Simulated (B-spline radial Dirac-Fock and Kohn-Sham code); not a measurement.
# Internal conversion in As

The question: how often a nuclear transition in As ejects an electron in place of a γ ray, by multipolarity.

Method: internal conversion coefficients: Dirac-Hartree-Slater potential of the neutral atom with a Latter tail, no hole, finite nucleus with surface currents; computed with B-spline radial Dirac-Fock and Kohn-Sham code, version 5.

**1. What is computed**

Atomic arsenic, configuration [Ar] 3d10 4s2 4p3.

* nuclear charge: 33
* electrons: 33
* mass number: 75
* nuclear rms radius: 4.0968 fm

**2. 30.70 keV**

Input, one item of task.json (shells as n, l, occupation):

```json
{
  "Z": 33,
  "q": 0,
  "cfg": [[1, 0, 2], [2, 0, 2], [2, 1, 6], [3, 0, 2], [3, 1, 6], [3, 2, 10], [4, 0, 2], [4, 1, 3]],
  "A": 75,
  "rrms": 4.0968,
  "tag": "ground",
  "do": "conversion",
  "edges": {"K": 11867.0, "L1": 1527.0, "L2": 1359.1, "L3": 1323.6, "M1": 204.7, "M2": 146.2, "M3": 141.2, "M4": 41.7, "M5": 41.7, "N1": 8.0, "N2": 3.0, "N3": 3.0},
  "gamma": [20, 30.7, 50, 107.0, 120.0, 242.0, 443.0, 733.0, 1340.0, 2100.0]
}
```

Command:

```console
> python xray2_run.py task.json out
```

This run: transition_energy = 30.7.

**3. 107.0 keV**

This run: transition_energy = 107.0.

**4. 242.0 keV**

This run: transition_energy = 242.0.

**5. 733.0 keV**

This run: transition_energy = 733.0.

**6. 2100 keV**

This run: transition_energy = 2100.0.

(Steps that only read results are left out.)

**Question.** What will these runs give?

As calculated:

| quantity | value |
| --- | --- |
| E1, M1, E2 at 242.0 keV | 0.00545, 0.00894, 0.0299 |
| share of decays by electrons for M1 there | 0.886 % |

**Reading.** At 242.0 keV γ emission outweighs conversion for every multipole up to E3 and M3. From 30.70 to 2100 keV the M1 coefficient goes as energy to the power -2.4. L1/L3 is 82.0 for M1 and 11.0 for E2, so the L lines reveal the mixture. Pair formation and nuclear penetration beyond the surface-current model are left out.
